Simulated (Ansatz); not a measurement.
**SiAsH3 (triplet): from Hartree-Fock to the top rungs, cc-pVDZ**

The task here is to estimate one member of a computed series from the others.

The runs use Ansatz 0.2.0, Gaussian basis; cc-pVDZ, core rule «outside noble gas», up to 19 orbitals frozen.

To be run: UHF; CCSD(T) on ROHF; CCSD(T) on UHF; BCCD(T) on ROHF; CISD as a restricted active space (open shells left free, so some higher excitations enter); CCSDT(Q) on ROHF; CCSDT(Q) on UHF.

12 further runs of the same task are left out: 6 that didn't finish, 6 set aside as unsound or not needed. Runs told in other sessions of the task aren't counted.

**The geometry**

The geometry is a PBE0/def2-TZVP stationary point (not a proven minimum) of the parent state, kept for this charge and spin. No spin-orbit coupling is included. The filled d shell of As may be among the frozen orbitals whatever the setting's name suggests.

5 atoms, charge 0, spin multiplicity 3.

Atoms are counted from 1 here; the program's logs count them from 0.

Bond lengths: Si1–As2 2.341 Å, Si1–H3 1.526 Å, As2–H4 1.513 Å, As2–H5 1.514 Å. Angles: As2–Si1–H3 89.5°, Si1–As2–H4 102.3°, Si1–As2–H5 100.9°, H4–As2–H5 97.5°.

The first run:

File in.yaml:

```yaml
crystal:
  periodic: [false, false, false]
  atoms:
    - {symbol: Si, position_ang: [-0.042523, 0.096063, 1.701345]}
    - {symbol: As, position_ang: [0.039651, -0.018372, -0.635225]}
    - {symbol: H, position_ang: [0.026769, -1.426596, 1.763999]}
    - {symbol: H, position_ang: [-0.998195, -1.075279, -0.943937]}
    - {symbol: H, position_ang: [-0.790994, 1.190790, -1.009616]}
basis:
  gaussian: {orbitals: cc-pVDZ}
magnetization: {spin_polarized: true, initial_magnetization: 2}
hamiltonian: {xc: hf}
output: {orbitals: {seedname: orbitals}}
```

The run is started by

```console
ansatz run in.yaml --threads 1 --pin off --events-out ev --progress --plain --max-ram 2393MiB
```

Steps of the session up to this table: UHF; CCSD(T) on ROHF; CCSD(T) on UHF; BCCD(T) on ROHF; CISD as a restricted active space (open shells left free, so some higher excitations enter); CCSDT(Q) on ROHF; CCSDT(Q) on UHF.

One table of the session follows, with a row left open; its other results are not shown here.

| method | from UCCSDT(Q) (meV) |
| --- | --- |
| ROHF | +6268.7 |
| UHF | +6189.1 |
| RMP2 | +1323.9 |
| UMP2 | +1309.5 |
| CISD | +765.5 |
| RCCSD | +235.3 |
| UCCSD | +231.3 |
| RCCSD(T) | +48.1 |
| UCCSD(T) | +46.9 |
| BCCD(T) | +46.5 |
| RCCSDT | +11.4 |
| UCCSDT | +10.6 |
| RCCSDT(Q) | ? |
| UCCSDT(Q) | 0 |

Estimate the missing values for RCCSDT(Q).

As computed: from UCCSDT(Q) (meV): +1.3. In the column «from UCCSDT(Q) (meV)» it lies between UCCSDT(Q) (0) and UCCSDT (+10.6).

Limits of these values: Restricted and unrestricted rows rest on different reference determinants; a gap between their highest levels can come from leftover correlation error, from unlike frozen cores or from another state.
